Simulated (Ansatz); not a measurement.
## CH₅FSn, SMILES F[CH2][SnH3]: a search for lower mean-field states, step by step

With Ansatz's Python interface.

Run as a notebook:

```python
import ansatz as az
from ase import Atoms
import numpy as np
```

```python
atoms = Atoms(["F", "C", "Sn", "H", "H", "H", "H", "H"], positions=[
    (-1.0858, 1.3767, -0.9214),
    (-0.553, 0.1687, -0.9915),
    (0.4536, -0.2154, 0.8315),
    (0.244, 0.1486, -1.8382),
    (-1.332, -0.605, -1.1596),
    (-0.6507, -0.1471, 2.1741),
    (1.2537, -1.7993, 0.7741),
    (1.7624, 1.0156, 1.0752),
])
molecule = az.Crystal.molecule_from_ase(atoms)
symbols = [site.symbol for site in molecule.cartesian_sites]
```

```python
start = np.array([site.position_ang for site in molecule.cartesian_sites])
for factor in [1.0, 1.25, 1.6]:
    xyz = (start - start.mean(axis=0)) * factor
    scaled = az.Crystal.molecule()
    for symbol, place in zip(symbols, xyz):
        scaled = scaled.atom(symbol, place.tolist())
    calc = (
        scaled.calculation()
        .basis(gaussian="def2-SVP")
        .functional("pbe0")
        .spin("collinear")
    )
    for search in ("off", "standard"):
        try:
            data = calc.scf(lower_state_search=search).run(threads=1).report
        except az.AnsatzError as error:
            print(f"x{factor} search {search}: {type(error).__name__}")
            continue
        state = data["mean_field"]["state"]
        print(f"all distances x{factor}, search {search:8s} E = {data['free_energy_ev']:.5f} eV  <S^2> = {abs(state['spin_squared']):.3f}  other states met: {len(data['mean_field']['others'])}")
```

    all distances x1.0, search off      E = -9658.34936 eV  <S^2> = 0.000  other states met: 0
    all distances x1.0, search standard E = -9658.34936 eV  <S^2> = 0.000  other states met: 0
    all distances x1.25, search off      E = -9651.91012 eV  <S^2> = 0.000  other states met: 0
    all distances x1.25, search standard E = -9651.91012 eV  <S^2> = 0.000  other states met: 2
    all distances x1.6, search off      E = -9640.13309 eV  <S^2> = 0.000  other states met: 0
    all distances x1.6, search standard E = -9640.98938 eV  <S^2> = 1.698  other states met: 15

What to keep in mind:
- Total energies depend on the basis set; only differences at equal settings carry meaning.
- The count of other states can hold repeated and symmetry-equivalent ends of the search; scaling all distances is a test, and for more than two atoms no physical path.
- The structure is a rough, unrelaxed start.
- def2 sets replace the cores of elements past krypton by effective core potentials.
- The expectation value of S² is noticeably off S(S+1) in at least one run, so that state is spin-contaminated.
- Wall time of the script: 49 s on 1 thread of Arm Neoverse V2, with other jobs on the host, peak memory 0.31 GiB.
